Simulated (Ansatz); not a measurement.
## VBiO4 in Ansatz: the effect of fixed moment

The system is VBiO4.

```
Bi V O
1.0
     3.66895   -5.87386    0.00000
     3.66895    5.87386    0.00000
    -3.65314    0.00000    3.66886
Bi V O
2 2 8
Direct
  0.62688 0.37312 0.25000
  0.37312 0.62688 0.75000
  0.12727 0.87273 0.25000
  0.87273 0.12727 0.75000
  0.65047 0.06162 0.85941
  0.93838 0.34953 0.64059
  0.34953 0.93838 0.14059
  0.06162 0.65047 0.35941
  0.20083 0.29629 0.13774
  0.70371 0.79917 0.36226
  0.79917 0.70371 0.86226
  0.29629 0.20083 0.63774
```

The cell is a database's computed one.

Alike in all runs:

- Program: Ansatz 0.2.0
- Task: single point
- Functional: PBEsol
- Potentials or basis: Ansatz PAW
- Cutoff: 420 eV (not typed: the program's choice for these potentials)
- k mesh: 5 × 5 × 6
- Occupations: fermi-dirac, width 0.05 eV

Problem. One run gave: energy over the lowest run 634.8 meV/atom; pressure -0.1 GPa; largest force 1.93 eV/Å. Which fixed moment did it use?
A. 2
B. 3
C. 5
D. 4
E. 0

Solution. C.

```tsv
fixed moment	spin	starting moments	energy over the lowest run (meV/atom)	pressure (GPa)	largest force (eV/Å)
0	collinear spin, program default start	-	0.0	-8.4	0.90
1	collinear spin, ferromagnetic start	[0.0, 0.0, 0.5, 0.5, 0.0, 0.0, 0.0, 0.0, 0.0, 0.0, 0.0, 0.0] μB	96.4	-7.8	0.34
2	collinear spin, ferromagnetic start	[0.0, 0.0, 1.0, 1.0, 0.0, 0.0, 0.0, 0.0, 0.0, 0.0, 0.0, 0.0] μB	211.9	-6.6	0.27
3	collinear spin, ferromagnetic start	[0.0, 0.0, 1.5, 1.5, 0.0, 0.0, 0.0, 0.0, 0.0, 0.0, 0.0, 0.0] μB	341.3	-4.8	0.81
4	collinear spin, ferromagnetic start	[0.0, 0.0, 2.0, 2.0, 0.0, 0.0, 0.0, 0.0, 0.0, 0.0, 0.0, 0.0] μB	482.2	-2.6	1.37
5	collinear spin, ferromagnetic start	[0.0, 0.0, 2.5, 2.5, 0.0, 0.0, 0.0, 0.0, 0.0, 0.0, 0.0, 0.0] μB	634.8	-0.1	1.93
6	collinear spin, ferromagnetic start	[0.0, 0.0, 3.0, 3.0, 0.0, 0.0, 0.0, 0.0, 0.0, 0.0, 0.0, 0.0] μB	798.0	2.5	2.46
8	collinear spin, ferromagnetic start	[0.0, 0.0, 4.0, 4.0, 0.0, 0.0, 0.0, 0.0, 0.0, 0.0, 0.0, 0.0] μB	1158.7	8.2	3.32
```

Caveats: the total moment is fixed, so each spin has its own Fermi level; the PAW data sets come from PBE, with cores solved anew for the run's functional, which leaves a small shift of forces and pressure; the thresholds are loose for stress; forces of over 1 eV/Å show positions far from the minimum, so gaps and moduli don't describe the material at rest (some runs).
